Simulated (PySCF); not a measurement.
# F²⁺: dipole response in aug-cc-pVTZ

Aim: the static polarisability and the C₆ coefficient of F²⁺, method by method.

The numbers are computed with PySCF 2.14.0 (unrestricted determinants in a Gaussian basis, no spin-orbit coupling in the energies), except any that are marked as measured or tabulated.

### Step 1. Starting point

```
Element     : fluorine (Z = 9)
Basis       : aug-cc-pVTZ (5s4p3d2f, 46 functions)
Hamiltonian : no relativity, point nucleus
State 1     : F²⁺: [He] 2s2 2p3, high-spin 4S determinant
Methods     : UHF, PBE, PBE0, wB97X-V, r2SCAN0
```

The outer shells:

F2+ [He] 2s2 2p3
```
[He] core
2s [↑↓]
2p [↑ ][↑ ][↑ ]
```

The runs were made by one driver on top of PySCF. The scripts below sum up each run's settings (the driver also hands on starting orbitals that pick excited configurations, and frozen orbitals as a list rather than a count), and the logs come from the driver's own runs. The driver starts from symmetry-adapted Hartree-Fock orbitals, holds the occupation by maximum overlap and uses a logarithmic radial grid for functionals, so a plain start would take other cycles.

The integrals over 46 functions and the set-up took 0.06 s of CPU time.

### Step 2. F²⁺: the ladder of methods

#### UHF

Input file input.py:

```python
from pyscf import gto, scf, dft, mp, cc
import basis_set_exchange as bse
mol = gto.M(atom="F 0 0 0", charge=2, spin=3, symmetry="D2h",
            basis=gto.basis.parse(bse.get_basis("aug-cc-pVTZ", elements=["F"], fmt="nwchem")))
mf = scf.UHF(mol)
mf.irrep_nelec = {'Ag': (2, 2), 'B1u': (1, 0), 'B2u': (1, 0), 'B3u': (1, 0)}
mf.kernel()
```

The log of the run:

```text
damping factor = 0
level_shift factor = 0
DIIS = <class 'pyscf.scf.diis.CDIIS'>
diis_start_cycle = 1
diis_space = 10
diis_damp = 0
SCF conv_tol = 1e-09
SCF conv_tol_grad = None
number electrons alpha = 5  beta = 2
cycle= 1 E= -97.603766201836  delta_E= -4.83e-13  |g|= 2e-07  |ddm|= 1.42e-06
converged SCF energy = -97.603766201836  <S^2> = 3.753923  2S+1 = 4.001961
```

It used 0.42 s of CPU time after the integrals (shared host).

The occupied shells:

| shell | electrons | mean orbital energy (eV) | spread (eV) | rms radius (bohr) |
| --- | --- | --- | --- | --- |
| 1s α | 1 | -766.55 | 0 | 0.204 |
| 1s β | 1 | -761.65 | 0 | 0.204 |
| 2s α | 1 | -88.115 | 0 | 1.01 |
| 2s β | 1 | -70.783 | 0 | 1.01 |
| 2p α | 3 | -63.855 | 0 | 0.979 |

⟨S²⟩ = 3.754, ⟨L²⟩ = 0.00.

The driver then solved the coupled dipole response at imaginary frequencies: mean α = 1.272 bohr³, C₆ = 1.565 au for a like pair.

#### PBE

input.py differs from the last one in:

```diff
@@ -4,3 +4,3 @@
             basis=gto.basis.parse(bse.get_basis("aug-cc-pVTZ", elements=["F"], fmt="nwchem")))
-mf = scf.UHF(mol)
+mf = dft.UKS(mol, xc="PBE")
 mf.irrep_nelec = {'Ag': (2, 2), 'B1u': (1, 0), 'B2u': (1, 0), 'B3u': (1, 0)}
```

The log of the run:

```text
damping factor = 0
level_shift factor = 0
DIIS = <class 'pyscf.scf.diis.CDIIS'>
diis_start_cycle = 1
diis_space = 10
diis_damp = 0
SCF conv_tol = 1e-09
SCF conv_tol_grad = None
number electrons alpha = 5  beta = 2
XC functionals = PBE
    J. P. Perdew, K. Burke, and M. Ernzerhof.,  Phys. Rev. Lett. 77, 3865 (1996)
    J. P. Perdew, K. Burke, and M. Ernzerhof.,  Phys. Rev. Lett. 78, 1396 (1997)
    J. P. Perdew, K. Burke, and M. Ernzerhof.,  Phys. Rev. Lett. 77, 3865 (1996)
    J. P. Perdew, K. Burke, and M. Ernzerhof.,  Phys. Rev. Lett. 78, 1396 (1997)
cycle= 1 E= -97.7143292791513  delta_E= -0.00344  |g|= 0.00529  |ddm|= 0.176
cycle= 2 E= -97.7143334751821  delta_E= -4.2e-06  |g|= 0.00141  |ddm|= 0.00677
cycle= 3 E= -97.7143338610084  delta_E= -3.86e-07  |g|= 0.000253  |ddm|= 0.00233
cycle= 4 E= -97.7143338747298  delta_E= -1.37e-08  |g|= 7.45e-06  |ddm|= 0.000346
cycle= 5 E= -97.714333874744  delta_E= -1.42e-11  |g|= 1.48e-07  |ddm|= 1.31e-05
converged SCF energy = -97.714333874744  <S^2> = 3.7512664  2S+1 = 4.0006332
```

CPU time 0.86 s on a shared host, the integrals not counted.

The driver then solved the coupled dipole response at imaginary frequencies: mean α = 1.255 bohr³, C₆ = 1.606 au for a like pair.

#### PBE0

input.py differs from the last one in:

```diff
@@ -4,3 +4,3 @@
             basis=gto.basis.parse(bse.get_basis("aug-cc-pVTZ", elements=["F"], fmt="nwchem")))
-mf = dft.UKS(mol, xc="PBE")
+mf = dft.UKS(mol, xc="PBE0")
 mf.irrep_nelec = {'Ag': (2, 2), 'B1u': (1, 0), 'B2u': (1, 0), 'B3u': (1, 0)}
```

The log of the run:

```text
damping factor = 0
level_shift factor = 0
DIIS = <class 'pyscf.scf.diis.CDIIS'>
diis_start_cycle = 1
diis_space = 10
diis_damp = 0
SCF conv_tol = 1e-09
SCF conv_tol_grad = None
number electrons alpha = 5  beta = 2
XC functionals = PBE0
    C. Adamo and V. Barone.,  J. Chem. Phys. 110, 6158 (1999)
    M. Ernzerhof and G. E. Scuseria.,  J. Chem. Phys. 110, 5029 (1999)
cycle= 1 E= -97.7346362957799  delta_E= -0.00183  |g|= 0.00496  |ddm|= 0.117
cycle= 2 E= -97.734646147368  delta_E= -9.85e-06  |g|= 0.000621  |ddm|= 0.00862
cycle= 3 E= -97.7346462935832  delta_E= -1.46e-07  |g|= 7.3e-05  |ddm|= 0.00116
cycle= 4 E= -97.7346462946485  delta_E= -1.07e-09  |g|= 1.42e-05  |ddm|= 0.00013
cycle= 5 E= -97.7346462946863  delta_E= -3.78e-11  |g|= 1.82e-07  |ddm|= 1.53e-05
converged SCF energy = -97.7346462946863  <S^2> = 3.7516438  2S+1 = 4.0008218
```

It used 0.89 s of CPU time after the integrals (shared host).

The driver then solved the coupled dipole response at imaginary frequencies: mean α = 1.248 bohr³, C₆ = 1.581 au for a like pair.

#### wB97X-V

input.py differs from the last one in:

```diff
@@ -4,3 +4,3 @@
             basis=gto.basis.parse(bse.get_basis("aug-cc-pVTZ", elements=["F"], fmt="nwchem")))
-mf = dft.UKS(mol, xc="PBE0")
+mf = dft.UKS(mol, xc="WB97X_V")
 mf.irrep_nelec = {'Ag': (2, 2), 'B1u': (1, 0), 'B2u': (1, 0), 'B3u': (1, 0)}
```

The log of the run:

```text
damping factor = 0
level_shift factor = 0
DIIS = <class 'pyscf.scf.diis.CDIIS'>
diis_start_cycle = 1
diis_space = 10
diis_damp = 0
SCF conv_tol = 1e-09
SCF conv_tol_grad = None
number electrons alpha = 5  beta = 2
XC functionals = WB97X_V
    N. Mardirossian and M. Head-Gordon.,  Phys. Chem. Chem. Phys. 16, 9904-9924 (2014)
NLC functional = WB97X_V
cycle= 1 E= -97.7921726727035  delta_E= -0.00161  |g|= 0.00779  |ddm|= 0.122
cycle= 2 E= -97.7921949827017  delta_E= -2.23e-05  |g|= 0.00113  |ddm|= 0.0127
cycle= 3 E= -97.7921955812397  delta_E= -5.99e-07  |g|= 9.52e-05  |ddm|= 0.00217
cycle= 4 E= -97.7921955845997  delta_E= -3.36e-09  |g|= 1.4e-05  |ddm|= 0.000161
cycle= 5 E= -97.792195584639  delta_E= -3.93e-11  |g|= 1.11e-06  |ddm|= 2.57e-05
converged SCF energy = -97.792195584639  <S^2> = 3.7519148  2S+1 = 4.0009573
```

It used 1.4 s of CPU time after the integrals (shared host).

The driver then solved the coupled dipole response at imaginary frequencies: mean α = 1.222 bohr³, C₆ = 1.567 au for a like pair.

#### r2SCAN0

input.py differs from the last one in:

```diff
@@ -4,3 +4,3 @@
             basis=gto.basis.parse(bse.get_basis("aug-cc-pVTZ", elements=["F"], fmt="nwchem")))
-mf = dft.UKS(mol, xc="WB97X_V")
+mf = dft.UKS(mol, xc="HYB_MGGA_XC_R2SCAN0")
 mf.irrep_nelec = {'Ag': (2, 2), 'B1u': (1, 0), 'B2u': (1, 0), 'B3u': (1, 0)}
```

The log of the run:

```text
damping factor = 0
level_shift factor = 0
DIIS = <class 'pyscf.scf.diis.CDIIS'>
diis_start_cycle = 1
diis_space = 10
diis_damp = 0
SCF conv_tol = 1e-09
SCF conv_tol_grad = None
number electrons alpha = 5  beta = 2
XC functionals = HYB_MGGA_XC_R2SCAN0
    M. Bursch, H. Neugebauer, S. Ehlert, and S. Grimme.,  J. Chem. Phys. 156, 134105 (2022)
cycle= 1 E= -97.7909592018132  delta_E= -0.000652  |g|= 0.00374  |ddm|= 0.0912
cycle= 2 E= -97.7909642982629  delta_E= -5.1e-06  |g|= 0.000731  |ddm|= 0.00721
cycle= 3 E= -97.7909644310891  delta_E= -1.33e-07  |g|= 0.000164  |ddm|= 0.00124
cycle= 4 E= -97.7909644374591  delta_E= -6.37e-09  |g|= 1.18e-05  |ddm|= 0.00025
cycle= 5 E= -97.7909644375202  delta_E= -6.12e-11  |g|= 5.19e-07  |ddm|= 2.19e-05
converged SCF energy = -97.7909644375202  <S^2> = 3.7526125  2S+1 = 4.001306
```

CPU time 2.2 s on a shared host, the integrals not counted.

The driver then solved the coupled dipole response at imaginary frequencies: mean α = 1.259 bohr³, C₆ = 1.609 au for a like pair.

Radial density 4πr²ρ of F²⁺ at UHF:

```csv
r (bohr),density,spin density
0.00324,0.0563,0.000
0.00546,0.154,0.000
0.00918,0.405,0.000
0.0154,1.03,0.000
0.0260,2.40,0.002
0.0437,4.96,0.007
0.0735,8.26,0.033
0.124,9.72,0.162
0.208,6.75,0.643
0.350,3.81,1.893
0.588,5.20,3.173
0.989,4.14,2.304
1.66,0.845,0.468
2.80,0.0227,0.012
4.71,1.45e-05,0.000
```

### Step 3. The response side by side

F²⁺, in atomic units:

```
 method  mean α  C₆ (like pair)  S(−4)
    UHF   1.272           1.565  1.547
    PBE   1.255           1.606  1.263
   PBE0   1.248           1.581  1.290
wB97X-V   1.222           1.567  1.134
r2SCAN0   1.259           1.609  1.320
```

α(iu) at r2SCAN0:

```csv
u (hartree),α(iu) (bohr³)
0,1.259
0.0500,1.256
0.100,1.246
0.200,1.210
0.300,1.157
0.500,1.030
0.750,0.8791
1.00,0.7544
1.50,0.5708
2.00,0.4438
3.00,0.2852
5.00,0.1418
```

### Step 4. What came out

| quantity | value |
| --- | --- |
| α of F²⁺ | 1.222 (wB97X-V) to 1.272 (UHF) bohr³ |

What this shows: A single London oscillator with the computed α and C₆ of F²⁺ at UHF would have ω = 4 C₆ / (3 α²) = 1.29 hartree. The basis is finite, and no extrapolation was made.
